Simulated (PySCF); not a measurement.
# B13N13H14: core binding energies, electronic excitations

Computed with PySCF 2.14.0 and routines of our own; the level stands in each step. Atoms count from 0.

### 1 The starting structure

40 atoms, charge 0, multiplicity 1; geometry from: GFN2-xTB.

### 2 Core binding energies: delta-SCF UKS SCAN, pcX-2 on the ionised atom, pcseg-1

What the job is given:

```
{"job": {"kind": "xps", "atoms": [16, 18]}, "charge": 0, "multiplicity": 1}
B     -0.593732    -2.037922    -0.000772
N     -1.831859    -1.311950    -0.000633
B     -3.074750    -2.030900    -0.000575
N     -3.041275    -3.460719    -0.001058
B     -1.840346    -4.193601    -0.000509
N     -0.593353    -3.485274    -0.000622
B      3.149545     0.097358    -0.000139
N      1.928280     0.843915     0.000517
B      0.663153     0.137152     0.000581
N      0.645798    -1.304272    -0.000188
B      1.875779    -2.034966     0.000639
N      3.104434    -1.309133     0.000793
B      1.924419     2.294403     0.000618
N      0.675442     3.015664     0.001107
B     -0.556183     2.292608     0.000574
N     -0.583683     0.869594     0.000454
B     -1.835143     0.125392    -0.000032
N     -3.105072     0.772057     0.000033
B     -4.345819     0.099140     0.000363
N     -4.307331    -1.314506     0.000930
B      3.162996     4.470096    -0.001020
N      1.910084     5.137804    -0.000354
B      0.677676     4.449938    -0.000092
N      3.127835     3.062383    -0.000158
B      0.648385    -4.197624     0.000074
N      1.850531    -3.462639     0.000677
H     -3.918222    -3.959231    -0.001353
H     -1.867524    -5.366910     0.000868
H      4.209152     0.609525    -0.001923
H      3.971978    -1.823588     0.000913
H     -1.547641     2.921454    -0.000183
H     -3.106774     1.778297     0.000214
H     -5.363157     0.686077     0.000262
H     -5.171212    -1.834927     0.002452
H      4.177024     5.063153    -0.002171
H      1.896227     6.145789    -0.000987
H     -0.329483     5.052990    -0.001058
H      3.999636     2.559607    -0.001095
H      0.676004    -5.371049     0.000473
H      2.728382    -3.960066     0.001471
```

With the program's defaults for keys left out, this is: delta-SCF UKS SCAN, pcX-2 on the ionised atom, pcseg-1 elsewhere, spin-free X2C (atomic blocks).

The run is started by

```console
OMP_NUM_THREADS=2 python large_run.py task.json out
```

One launch serves the whole session: the jobs run in the order shown.

Q: Estimate the wall time and peak memory of this first job on 2 threads of Arm Neoverse V1, shared host.

About 2 min, with a peak of 1.4 GiB.
